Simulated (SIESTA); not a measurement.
Crystal: HPbNO4.

```
H Pb N O
1.0
     4.19923    0.11117    0.16817
     1.91600    3.89132    0.12568
     1.76085    1.25259    6.37266
H Pb N O
1 1 1 4
Direct
  0.89145 0.68202 0.62796
  0.14426 0.92872 0.88352
  0.25670 0.28861 0.30171
  0.83108 0.65056 0.78405
  0.38694 0.22380 0.11295
  0.31104 0.03576 0.45856
  0.07726 0.60633 0.32275
```

The cell was built by a generator and needn't be a form met in nature.

Base run:

* Program: SIESTA 5.4.2
* Functional: PBE
* Potentials or basis: PseudoDojo 0.4 standard (PBE files)
* Basis: DZP (energy shift 0.003 Ry; two zetas on semicore shells)
* Grid cutoff: 800 Ry
* Energy shift: 0.003 Ry
* k mesh: 7 × 7 × 5
* Occupations: fermi-dirac, width 0.05 eV
* Spin: no spin polarisation

Its results: band gap on the k mesh 2.81 eV, indirect (least direct gap 2.83 eV); pressure 2.6 GPa; largest force 1.327 eV/Å.

Question: The run is repeated on the same cell with these changes: basis from DZP (energy shift 0.003 Ry; two zetas on semicore shells) to DZ (energy shift 0.003 Ry; two zetas on semicore shells). What comes out?

Answer: Band gap on the k mesh 2.48 eV, indirect (least direct gap 2.51 eV); pressure 7.9 GPa; largest force 4.450 eV/Å.

Caveats: spin-orbit coupling is left out, which as a rule narrows the gap of such compounds by several tenths of an eV; the basis of atomic orbitals isn't converged, which shifts pressures, moduli and gaps; forces of over 1 eV/Å show positions far from the minimum, so gaps and moduli don't describe the material at rest; the basis has no polarisation orbitals (some runs).

A k mesh can miss the band edges.
